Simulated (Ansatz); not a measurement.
This was printed by a script on Ansatz 0.2.0 through its Python package, for a ladder of methods at one geometry of CH₄F₂SSi, SMILES CS[SiH](F)F. What did the script look like? Settings (for the species named): revPBE, def2-SVP basis, multiplicity 1. The script varies functional: revpbe, hse06, r2scan0, pbe0, lc_wpbe, b3lyp.

```xyz
9

C     0.2283   -1.0425   -1.1668
S     0.7367   -0.9335    0.5344
Si   -0.1591    0.9041    1.2115
F    -1.6421    0.8130    1.0522
F     0.4232    2.0879    0.2885
H     0.5658   -1.8916   -1.6478
H     0.5774   -0.1354   -1.7398
H    -0.8739   -1.0054   -1.2373
H     0.2322    1.1571    2.6880
```

`python methods_ch4f2ssi.py` gives:
```text
functional    E (Ha)        dipole (D)   HOMO (eV)  LUMO (eV)
revpbe        -927.379238     0.894      -5.770     -0.341
hse06         -927.080216     0.845      -6.699      0.127
r2scan0       -927.408573     0.868      -7.308      0.715
pbe0          -927.104287     0.845      -7.103      0.509
lc_wpbe       -927.266549     0.866      -9.844      2.894
b3lyp         -927.637245     0.798      -6.788      0.320
```

One script that gives this output:

Script `methods_ch4f2ssi.py`:
```python
from pathlib import Path

import ansatz as az
from ase import Atoms
import numpy as np

params = {
    "basis_set": "def2-SVP",
}

atoms = Atoms(["C", "S", "Si", "F", "F", "H", "H", "H", "H"], positions=[
    [0.2283, -1.0425, -1.1668],
    [0.7367, -0.9335, 0.5344],
    [-0.1591, 0.9041, 1.2115],
    [-1.6421, 0.813, 1.0522],
    [0.4232, 2.0879, 0.2885],
    [0.5658, -1.8916, -1.6478],
    [0.5774, -0.1354, -1.7398],
    [-0.8739, -1.0054, -1.2373],
    [0.2322, 1.1571, 2.688],
])
ch4f2ssi = az.Crystal.molecule_from_ase(atoms)

base = ch4f2ssi.calculation().basis(gaussian=params["basis_set"])

print("functional    E (Ha)        dipole (D)   HOMO (eV)  LUMO (eV)")
for name in ["revpbe", "hse06", "r2scan0", "pbe0", "lc_wpbe", "b3lyp"]:
    report = base.functional(name).forces().orbitals().run(threads=1, runs_dir="runs").report
    lines = Path(report["orbitals_path"]).read_text().splitlines()
    field_of = lambda key: [line.split("=")[1].strip() for line in lines if line.startswith(key)]
    orbitals = [(27.211386 * float(e), s, float(n)) for e, s, n in zip(field_of("Ene="), field_of("Spin="), field_of("Occup="))]
    homo = max(e for e, _, n in orbitals if n > 0.5)
    lumo = min(e for e, _, n in orbitals if n < 0.5)
    dipole = 4.803205 * np.linalg.norm(report["charge_distribution"]["dipole_moment_e_ang"])
    print(f"{name:10s} {report['free_energy_ev'] / 27.211386246:14.6f} {dipole:9.3f} {homo:11.3f} {lumo:10.3f}")
```

Total energies depend on the basis set; only differences at equal settings carry meaning. The geometry is a force-field or estimated start, not a minimum of this method, and the basis set is short of its limit. A lower total doesn't mark the better method: functionals have no common bound, and MP2 and coupled cluster aren't variational. b3lyp holds the VWN-RPA fit, as in Gaussian; the form of ORCA and Turbomole is b3lyp5. Levels such as HOMO and LUMO are orbital energies: with these approximate functionals they aren't the ionisation energy and electron affinity, and their gap isn't the fundamental gap. hse06 follows the composition of plane-wave codes, whose totals differ by tens of mHa, up to about 0.1 Ha, from the form usual in Gaussian-basis programs (wpbeh). The whole script took 27 s on 1 thread of Arm Neoverse V2, with other jobs on the host, peak memory 0.29 GiB.
